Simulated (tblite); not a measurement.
Settings test, tblite on In2BiP

Simulated with tblite 0.8.0. This is a test of settings. The cell was built from a prototype and was relaxed with r2SCAN in plane waves (Ansatz 0.2.0). It may be hypothetical. All runs are without spin polarisation.

The symmetry is P-4m2 (No. 115, tetragonal); conventional cell a = 4.459 Å, c = 6.367 Å, 31.65 Å³ an atom. P is surrounded by 4 In at 2.63 Å; In is surrounded by 2 P at 2.63 Å and 2 Bi at 2.86 Å; Bi is surrounded by 4 In at 2.86 Å.

The base run uses GFN2-xTB on a cluster of 32 atoms.

```python
import json
from ase import Atoms
from ase.build import make_supercell
from ase.units import Bohr, GPa, Hartree
from tblite.interface import Calculator

atoms = Atoms(['P', 'In', 'Bi', 'In'],
              cell=[[4.45894914, 0.0, 0.0], [0.0, 4.45894914, 0.0], [0.0, 0.0, 6.36746882]],
              scaled_positions=[[0.0, 0.0, 0.0], [0.0, 0.5, 0.781421907], [0.5, 0.5, 0.5], [0.5, 0.0, 0.218578093]],
              pbc=True)
cluster = make_supercell(atoms, [[2, 0, 0], [0, 2, 0], [0, 0, 2]])
calc = Calculator('GFN2-xTB', cluster.numbers, cluster.positions / Bohr, lattice=cluster.cell[:] / Bohr, periodic=cluster.pbc)
calc.set('temperature', 0.02 / Hartree)
calc.set('max-iter', 150)
res = calc.singlepoint()
levels = res.get('orbital-energies') * Hartree
nv = round(res.get('orbital-occupations').sum() / 2)
cells = len(cluster) // len(atoms)
out = {'energy_per_cell': res.get('energy') * Hartree / cells, 'homo': levels[nv - 1], 'lumo': levels[nv],
       'stress': (-res.get('virial') * Hartree / cluster.get_volume() / GPa).tolist(), 'charges': res.get('charges')[:len(atoms)].tolist(), 'electrons': 2 * nv / cells}
json.dump(out, open('results.json', 'w'))
for key, value in out.items():
    print(key, value)
```

Command: `python run.py`. It took 4.3 s on 1 thread of Arm Neoverse N1, on a shared host, peak memory 0.098 GiB.

It converged with a gap of 0.10 eV and a pressure of 11.94 GPa (positive in compression). xTB was fitted to molecules, so gaps, charges and pressures of solids can be far off.

Each further run moved one setting: temperature (electronic temperature in eV); mixer-damping (damping of the charge mixer); cluster (size of the cluster in conventional cells). Changes are from the base run, which isn't itself converged in every setting; energies of another Hamiltonian, functional, basis or charge aren't compared, and those at a high electronic temperature are mostly its entropy term.

```
                          setting  how it ended  gap change (eV)  energy change (meV/atom)  pressure change (GPa)  time (s)
              temperature = 0.001     converged             0.00                       0.4                   0.03       4.4
              mixer-damping = 0.1     converged             0.00                       0.0                   0.00       4.2
                temperature = 0.1     converged            -0.01                     -16.3                  -0.65       3.9
cluster = 1x1x1 (poor on purpose)     converged            -0.10                    1398.8                  17.81       1.3
                  cluster = 3x3x3     converged            -0.10                     -48.8                  -9.11        31
```

temperature = 0.001 changes nothing that matters here. mixer-damping = 0.1 changes nothing that matters here.

Spin-orbit coupling is left out; in compounds of Pb, Bi, Tl or Hg it can lower a gap by up to about 1 eV, split its edges or invert the bands.
